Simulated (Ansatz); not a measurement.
Geometry optimisation, DFT PBE, scalar-relativistic, plane waves, PAW (Ansatz 0.2.0).

Input:

```yaml
crystal:
  lattice:
    - [7.67918, 0.0, 0.0]
    - [3.83959, 6.650365, 0.0]
    - [0.0, 0.0, 17.418765]
  atoms:
    - { symbol: H, position: [0.1666667, 0.1666667, 0.0574094] }
    - { symbol: H, position: [0.6666667, 0.1666667, 0.0574094] }
    - { symbol: H, position: [0.1666667, 0.6666667, 0.0574094] }
    - { symbol: H, position: [0.6666667, 0.6666667, 0.0574094] }
    - { symbol: Si, position: [0.1666667, 0.1666667, 0.1435234] }
    - { symbol: Si, position: [0.6666667, 0.1666667, 0.1435234] }
    - { symbol: Si, position: [0.1666667, 0.6666667, 0.1435234] }
    - { symbol: Si, position: [0.6666667, 0.6666667, 0.1435234] }
    - { symbol: Si, position: [-0.1666667, 0.3333333, 0.1885181] }
    - { symbol: Si, position: [0.3333333, 0.3333333, 0.1885181] }
    - { symbol: Si, position: [-0.1666667, 0.8333333, 0.1885181] }
    - { symbol: Si, position: [0.3333333, 0.8333333, 0.1885181] }
    - { symbol: Si, position: [-0.1666667, 0.3333333, 0.3235024] }
    - { symbol: Si, position: [0.3333333, 0.3333333, 0.3235024] }
    - { symbol: Si, position: [-0.1666667, 0.8333333, 0.3235024] }
    - { symbol: Si, position: [0.3333333, 0.8333333, 0.3235024] }
    - { symbol: Si, position: [0.0, 0.0, 0.3684971] }
    - { symbol: Si, position: [0.5, 0.0, 0.3684971] }
    - { symbol: Si, position: [0.0, 0.5, 0.3684971] }
    - { symbol: Si, position: [0.5, 0.5, 0.3684971] }
    - { symbol: Cl, position: [0.6466534, 0.1879509, 0.4075355], spin: 1.0 }
magnetization:
  spin_polarized: true
basis:
  ecutwfc: 420.0
kpoints:
  mp_grid: { grid: [2, 2, 1] }
hamiltonian:
  xc: pbe
  pseudopotentials: { kind: paw, azcp: { folder: soft_1 } }
scf:
  occupations: { method: gaussian, width: 0.05 }
  lower_state_search: "off"
relax:
  f_tol: 0.03
  max_steps: 60
  adjacent_minimum: "off"
  constraints: [{ sites: [0, 1, 2, 3, 4, 5, 6, 7] }]
```

Launched with:

```bash
$ ansatz run input.yaml --threads 2 --pin off --max-ram 5120MiB --backend cpu --events-out ev --progress --plain --runs-dir out
```

Q: Where does it end, and by what steps?

A: The forces met the threshold. Limits of this set-up: coarse k mesh, thin slab, slab without dipole correction. After 15 steps the energy has fallen by 4.242 eV; Cl21 moved furthest, 2.51 Å. Parted: Si17–Cl21 (2.45 → 4.39 Å), Si18–Cl21 (2.33 → 4.39 Å).

| step | energy less start (eV) | largest force component (eV/Å) | accepted |
| --- | --- | --- | --- |
| 0 | 0.0000 | 4.023 | yes |
| 1 | -0.9368 | 3.577 | yes |
| 2 | -1.7449 | 2.776 | yes |
| 3 | -2.3679 | 1.836 | yes |
| 4 | -2.7985 | 1.286 | yes |
| 5 | -3.1062 | 1.271 | yes |
| 6 | -3.3748 | 1.170 | yes |
| 7 | -3.6095 | 0.954 | yes |
| 8 | -3.7937 | 0.653 | yes |
| 9 | -3.9311 | 0.525 | yes |
| 10 | -4.0389 | 0.419 | yes |
| 11 | -4.1219 | 0.321 | yes |
| 12 | -4.1814 | 0.222 | yes |
| 13 | -4.2219 | 0.134 | yes |
| 14 | -4.2406 | 0.036 | yes |
| 15 | -4.2419 | 0.020 | yes |

```xyz
21
Lattice="7.6792 0.0000 0.0000 3.8396 6.6504 0.0000 0.0000 0.0000 17.4188" Properties=species:S:1:pos:R:3
H 1.920 1.108 1.000
H 5.759 1.108 1.000
H 3.840 4.434 1.000
H 7.679 4.434 1.000
Si 1.920 1.108 2.500
Si 5.759 1.108 2.500
Si 3.840 4.434 2.500
Si 7.679 4.434 2.500
Si -0.001 2.219 3.260
Si 3.841 2.219 3.260
Si 1.920 5.541 3.264
Si 5.759 5.541 3.259
Si 0.004 2.232 5.629
Si 3.836 2.232 5.629
Si 1.920 5.557 5.641
Si 5.759 5.567 5.627
Si -0.003 0.020 6.345
Si 3.843 0.020 6.345
Si 1.920 3.341 6.344
Si 5.759 3.346 6.383
Cl 5.759 3.349 8.481
```

Time of the run: 90 s on 2 threads of AMD EPYC 9R45 96-Core Processor (Zen 5) (shared host), peak memory 1.3 GiB.
